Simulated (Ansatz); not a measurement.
Crystal: AlSn.

```
CELL_PARAMETERS angstrom
4.19811 0.00000 0.00000
-2.09905 3.63567 0.00000
0.00000 0.00000 3.30685
ATOMIC_POSITIONS crystal
Sn 0.33333 0.66667 0.50000
Al 0.00000 0.00000 0.00000
```

The cell comes from a database or a generator and needn't be the stable form of this composition.

- Program: Ansatz 0.2.0
- Task: relaxation of cell and atoms
- Functional: HSEsol
- Potentials or basis: Ansatz PAW
- Cutoff: 420 eV (not typed: the program's choice for these potentials)
- k mesh: 4 × 4 × 4
- Occupations: fermi-dirac, width 0.05 eV
- Spin: no spin polarisation

At the start: volume 25.24 Å³/atom.

Question: Where does the relaxation end?

Answer: It ends after 5 steps and the volume is 23.73 Å³/atom (-6.0 %); space group P-6m2 (No. 187, to 0.05 Å).

Step by step:
| step | energy change (eV) | largest force (eV/Å) | volume (Å³) |
| --- | --- | --- | --- |
| 1 | 0.0000 | 0.0000 | 50.47 |
| 2 | -0.1858 | 0.0000 | 49.47 |
| 3 | -0.2113 | 0.0000 | 47.66 |
| 4 | -0.2115 | 0.0000 | 47.46 |
| 5 | -0.2113 | 0.0000 | 47.46 |

Final structure:
```yaml
crystal:
  lattice:
    - [3.96289, 0.00000, 0.00000]
    - [-1.98144, 3.43196, 0.00000]
    - [0.00000, 0.00000, 3.48973]
  atoms:
    - { symbol: Sn, position: [0.33333, 0.66667, 0.50000] }
    - { symbol: Al, position: [0.00000, 0.00000, 0.00000] }
```

Caveat: the k mesh is coarse (spacing up to 0.48 Å⁻¹), so the values aren't converged, least of all with exact exchange; the plane-wave basis is chosen anew once the cell has moved, so the energies of steps on either side of that aren't comparable; the PAW data sets come from PBE, with cores solved anew for the run's functional, which leaves a small shift of forces and pressure.
